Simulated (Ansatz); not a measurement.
# CH6BNSi, SMILES B[SiH2]N=C: a single point from an input written key by key

Computed with the Python package of Ansatz (0.2.0).

The cells in order, each with its output:

**Cell 1**
```python
import ansatz as az
```

**Cell 2**
```python
DECK = """
crystal:
  periodic: [false, false, false]
  atoms:
    - { symbol: B, position_ang: [-1.7761, 0.59, -0.9553] }
    - { symbol: Si, position_ang: [-0.3584, -0.4566, -0.3242] }
    - { symbol: "N", position_ang: [0.7359, 0.5643, 0.5953] }
    - { symbol: C, position_ang: [1.9032, 0.0882, 1.142] }
    - { symbol: H, position_ang: [-2.0199, 0.7262, -2.1449] }
    - { symbol: H, position_ang: [-2.5194, 1.2177, -0.1999] }
    - { symbol: H, position_ang: [0.3802, -1.0442, -1.4639] }
    - { symbol: H, position_ang: [-0.8407, -1.5069, 0.5312] }
    - { symbol: H, position_ang: [2.495, 0.7443, 1.7493] }
    - { symbol: H, position_ang: [2.0831, -0.9741, 1.0733] }
basis:
  gaussian: { orbitals: def2-SVP }
hamiltonian:
  xc: b3lyp
accuracy: medium
scf:
  lower_state_search: "off"
"""
```

**Cell 3**
```python
session = az.Session.from_yaml(DECK)
report = session.plan(threads=1).execute().report
```

**Cell 4**
```python
for key in ("converged", "free_energy_ev", "reference_energy_ev", "n_frozen", "n_occupied", "n_virtual"):
    print(f"{key:22s} {report[key]}")
symbols = ["B", "Si", "N", "C", "H", "H", "H", "H", "H", "H"]
```
Output:
```text
converged              True
free_energy_ev         -11171.956596902894
reference_energy_ev    -11171.956596902894
n_frozen               0
n_occupied             [19, 19]
n_virtual              [71, 71]
```

What to keep in mind:
- The settings weren't tested for convergence.
- The geometry is a force-field or estimated start, not a minimum of this method, and the basis set is short of its limit.
- b3lyp holds the VWN-RPA fit, as in Gaussian; the form of ORCA and Turbomole is b3lyp5.
- It ran for 1.9 s on 1 thread of Intel(R) Xeon(R) Platinum 8259CL CPU @ 2.50GHz (Skylake/Cascade Lake), on a shared host, peak memory 0.2 GiB.

(Lines on the test bed's own set-up are left out of the output.)
